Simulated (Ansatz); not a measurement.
# Cd (Cadmium): properties at the relaxed cell

An exercise on one series of results from a longer session: the logs are not shown, and one member is left open.

Method: DFT PBE, scalar-relativistic, plane waves, PAW, in Ansatz 0.2.0.

1 further run of the same task is left out (set aside as unsound or not needed).

### The system as given

Symmetry: P6_3/mmc, No. 194, hexagonal system. Conventional cell: a = 3.015 Å, b = 3.015 Å, c = 5.828 Å, α = 90.00°, β = 90.00°, γ = 120.00°. Cd (site symmetry -6m2) is surrounded by 12 Cd at 3.01 to 3.39 Å.

Coordinates:

```xyz
2
Lattice="3.0149 0.0000 0.0000 -1.5074 2.6109 0.0000 0.0000 0.0000 5.8276" Properties=species:S:1:pos:R:3 pbc="T T T"
Cd    0.0000    1.7406    1.4569
Cd    1.5074    0.8703    4.3707
```

It is the result of an earlier relaxation at this level (volume 22.94 Å³/atom; gap on the mesh: none (metal)).

The first run:

Contents of input.yaml:

```yaml
crystal:
  lattice:
    - [3.0148503055, 0.0, 0.0]
    - [-1.5074251528, 2.6109369532, 0.0]
    - [0.0, 0.0, 5.8276386599]
  atoms:
    - { symbol: Cd, position: [0.3333333333, 0.6666666667, 0.25] }
    - { symbol: Cd, position: [0.6666666667, 0.3333333333, 0.75] }
basis:
  ecutwfc: 420
kpoints:
  mp_grid: { grid: [18, 18, 8] }
  band_path:
    path:
      - [[0.0, 0.0, 0.0], [0.5, 0.0, 0.0], [0.33333333, 0.33333333, 0.0], [0.0, 0.0, 0.0], [0.0, 0.0, 0.5], [0.5, 0.0, 0.5], [0.33333333, 0.33333333, 0.5], [0.0, 0.0, 0.5]]
      - [[0.5, 0.0, 0.5], [0.5, 0.0, 0.0]]
      - [[0.33333333, 0.33333333, 0.5], [0.33333333, 0.33333333, 0.0]]
    npoints: 14
hamiltonian:
  xc: pbe
scf:
  occupations: { method: gaussian, width: 0.1 }
  n_extra_bands: 6
output:
  forces: true
  stress: true
  eigenvalues: true
  populations: true
  dos: { projected: true, de: 0.02, nscf_kmesh: { grid: [27, 27, 12] } }
  bader: true
```

Started as:

```sh
> ansatz run input.yaml --threads 1 --pin off --max-ram 2560MiB --backend cpu --events-out ev --progress --plain --runs-dir out
```

Among the steps run: Static run: bands, density of states and charges; The cell under PBEsol; The cell under LDA; Relaxing with PBE+D3(BJ).

One of the session's tables, all rows but one given; the rest of the session is left out.

It belongs to the step «Relaxed cells side by side». 

```
functional  a (Å)  b (Å)  c (Å)  volume (Å³/atom)
       PBE  3.015  3.015  5.828             22.94
    PBEsol  2.943  2.943  5.617             21.07
       LDA      ?      ?      ?                 ?
PBE+D3(BJ)  2.997  2.997  5.470             21.28
```

Estimate the missing values for LDA.

As computed: a (Å): 2.896; b (Å): 2.896; c (Å): 5.541; volume (Å³/atom): 20.12. In the column «a (Å)» it is the lowest.
